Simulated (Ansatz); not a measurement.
# CHBFNO: the cost of one run

Computed with Ansatz 0.2.0, Gaussian basis. Level: the settings change from run to run.

**1. The molecule**

The geometry comes from an earlier relaxation with PBE0-D4 in a triple-zeta def2 set; it is a stationary point.

SMILES `N=C1OB1F`, 6 atoms, charge 0, spin multiplicity 1.

Atoms are counted from 1 here; the program's logs count them from 0.

Bond lengths: N1–C2 1.233 Å, N1–H6 1.017 Å, C2–O3 1.477 Å, C2–B4 1.486 Å, O3–B4 1.341 Å, B4–F5 1.298 Å. Angles: C2–N1–H6 111.5°, N1–C2–O3 126.3°, N1–C2–B4 179.9°, O3–C2–B4 53.8°, C2–O3–B4 63.4°, C2–B4–O3 62.7°, C2–B4–F5 159.4°, O3–B4–F5 137.9°.

**2. B3LYP/def2-TZVP**

Set apart from the defaults: charge +1, multiplicity 2, density fitting with def2-universal-jkfit, a grid of angular degree 47.

File in.yaml:

```yaml
crystal:
  periodic: [false, false, false]
  atoms:
    - {symbol: N, position_ang: [-0.440126, 0.291758, 1.502043]}
    - {symbol: C, position_ang: [-0.119202, 0.073724, 0.331894]}
    - {symbol: O, position_ang: [-0.845759, 0.524003, -0.872193]}
    - {symbol: B, position_ang: [0.270454, -0.190848, -1.077109]}
    - {symbol: F, position_ang: [0.955582, -0.639498, -2.084047]}
    - {symbol: H, position_ang: [0.221151, -0.123139, 2.153212]}
basis:
  gaussian: {orbitals: def2-TZVP, fitting: {mean_field: def2-universal-jkfit}, final_grid: {core_spheres: 20, valence_spheres: 16, degree: 47}}
total_charge: 1
magnetization: {spin_polarized: true, initial_magnetization: 1}
hamiltonian: {xc: {name: B3LYP}}
```

Launch:

```
$ ansatz run in.yaml --threads 2 --pin off --events-out ev --progress --plain --max-ram 4352MiB
```

What time and memory should one allow on 2 threads of Arm Neoverse V1, shared host?

About 6.5 s, with a peak of 0.25 GiB.
